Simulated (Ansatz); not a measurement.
# CH₃BrF₂OZr: how energies converge with the basis set

Aim: see how fast density functionals converge with the basis set for CH₃BrF₂OZr.

Program: Ansatz 0.2.0, Gaussian basis. Level of theory: one geometry, several basis sets. These are calculated values, not measurements.

The runs, in order: PBE0-D4/def2-SVP; ωB97M-V/def2-SVP; PBE0-D4/def2-QZVPP; ωB97M-V/def2-QZVPP; the functionals' def2-TZVPP values are taken from earlier runs.

### Step 1. Structure used throughout

All runs share one geometry, relaxed beforehand with PBE0-D4 in a triple-zeta def2 set. Zr takes the def2 core potential; no spin-orbit term is included.

SMILES `C[O][Zr]([F])([F])[Br]`, 9 atoms, charge 0, spin multiplicity 1.

Atoms are counted from 1 here; the program's logs count them from 0.

Bond lengths: C1–O2 1.397 Å, C1–H7 1.093 Å, C1–H8 1.093 Å, C1–H9 1.093 Å, O2–Zr3 1.880 Å, Zr3–F4 1.900 Å, Zr3–F5 1.900 Å, Zr3–Br6 2.518 Å. Angles: O2–C1–H7 109.8°, O2–C1–H8 110.0°, O2–C1–H9 110.0°, H7–C1–H8 109.0°, H7–C1–H9 109.0°, H8–C1–H9 109.0°, C1–O2–Zr3 178.9°, O2–Zr3–F4 108.6°, O2–Zr3–F5 108.6°, O2–Zr3–Br6 108.8°, F4–Zr3–F5 109.4°, F4–Zr3–Br6 110.7°, F5–Zr3–Br6 110.7°.

### Step 2. PBE0-D4 in def2-SVP

File in.yaml:

```yaml
crystal:
  periodic: [false, false, false]
  atoms:
    - {symbol: C, position_ang: [-1.365986, -0.931998, 0.446141]}
    - {symbol: O, position_ang: [-0.243502, -0.212329, 0.030318]}
    - {symbol: Zr, position_ang: [1.262547, 0.778000, -0.502237]}
    - {symbol: F, position_ang: [2.768243, -0.380001, -0.537467]}
    - {symbol: F, position_ang: [0.952514, 1.461730, -2.247436]}
    - {symbol: Br, position_ang: [1.623043, 2.655099, 1.137227]}
    - {symbol: H, position_ang: [-1.770737, -0.491778, 1.361096]}
    - {symbol: H, position_ang: [-1.091516, -1.971517, 0.642951]}
    - {symbol: H, position_ang: [-2.134588, -0.907196, -0.330583]}
basis:
  gaussian: {orbitals: def2-SVP}
hamiltonian: {xc: pbe0, dispersion: d4}
output: {orbitals: {seedname: orbitals}}
```

Command:

```
ansatz run in.yaml --threads 2 --pin off --events-out ev --progress --plain --max-ram 20480MiB --backend cpu
```

Further steps of the session: ωB97M-V in def2-SVP; PBE0-D4 in def2-QZVPP; ωB97M-V in def2-QZVPP.

Before running them: what should the planned runs give, taken together? Wanted: PBE0-D4: double and triple zeta above quadruple; ωB97M-V: double and triple zeta above quadruple.

**Answer**, as computed:

| quantity | value |
| --- | --- |
| PBE0-D4: double and triple zeta above quadruple | 21.11, 1.99 eV |
| ωB97M-V: double and triple zeta above quadruple | 21.25, 1.91 eV |

For PBE0-D4 the step from double to triple zeta gains 19.12 eV and the next only 1.99 eV. Total energies overstate the basis error of differences, where much of it tends to cancel.
